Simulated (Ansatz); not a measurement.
**NbSi: relaxation of cell and atoms with r2SCAN+U**

Crystal: NbSi.

```
CELL_PARAMETERS angstrom
3.15644 0.00000 0.00000
0.00000 3.15644 0.00000
0.00000 0.00000 3.15644
ATOMIC_POSITIONS crystal
Nb 0.00000 0.00000 0.00000
Si 0.50000 0.50000 0.50000
```

The cell was built by a generator and needn't be a form met in nature.

```yaml
Program: Ansatz 0.2.0
Task: relaxation of cell and atoms
Functional: r2SCAN
Potentials_or_basis: Ansatz PAW
Cutoff: "500 eV (not typed: the program's choice for these potentials)"
k_mesh: 8 × 8 × 8
Occupations: fermi-dirac, width 0.05 eV
Spin: no spin polarisation
Hubbard_terms: Nb d U = 3 eV
Hubbard_projectors: ortho-atomic (the default)
Double_counting: fll (the default)
```

```
Relaxed volume                         : 15.69 Å³/atom
Relaxed cell                           : a = 3.154 Å, b = 3.154 Å, c = 3.154 Å, α = 90.00°, β = 90.00°, γ = 90.00°
Space group after relaxing (to 0.05 Å) : Pm-3m (No. 221)
Energy gained by relaxing              : 0.1 meV/atom
Ionic steps                            : 4
Pressure after relaxing                : 0.0 GPa
Band gap on the k mesh                 : none (metal or under the smearing width)
```

The path:
```tsv
step	energy change (eV)	largest force (eV/Å)	volume (Å³)
1	0.0000	0.0000	31.45
2	-0.0001	0.0000	31.29
3	-0.0001	0.0000	31.37
4	-0.0001	0.0000	31.37
```

Final structure:
```yaml
crystal:
  lattice:
    - [3.15386, 0.00000, 0.00000]
    - [0.00000, 3.15386, 0.00000]
    - [0.00000, 0.00000, 3.15386]
  atoms:
    - { symbol: Nb, position: [0.00000, 0.00000, 0.00000] }
    - { symbol: Si, position: [0.50000, 0.50000, 0.50000] }
```

Levels at points of the mesh, in eV from the Fermi level:
```tsv
k point	band 4	band 5	band 6	band 7	band 8	band 9	band 10	band 11	band 12	band 13
(0.00, 0.00, 0.00)	-31.89	-11.92	-3.23	-3.23	2.44	2.44	2.44	2.63	2.63	2.63
(0.00, 0.00, -0.50)	-31.85	-8.64	-6.95	-2.01	-0.99	-0.99	3.12	4.06	5.36	9.21
(0.00, -0.50, -0.50)	-31.80	-8.38	-3.37	-3.37	-2.66	0.57	0.57	3.96	4.85	4.98
(-0.50, -0.50, -0.50)	-32.22	-5.38	-5.38	-5.38	-4.10	3.78	3.78	3.78	4.11	4.11
```

Eigenvalues of the final occupation matrices:
| site | spin | trace | eigenvalues |
| --- | --- | --- | --- |
| site 1 | 1 | 2.23 | 0.38 0.38 0.38 0.55 0.55 |

Run time: 4.8 s on 2 threads of Arm Neoverse V2 (shared host), peak memory 0.37 GiB.

Caveat: the plane-wave basis is chosen anew once the cell has moved, so the energies of steps on either side of that aren't comparable; U without spin polarisation on a metal has little footing; the PAW data sets come from PBE, with cores solved anew for the run's functional, which leaves a small shift of forces and pressure; the U is typed as a test and isn't derived for this compound.
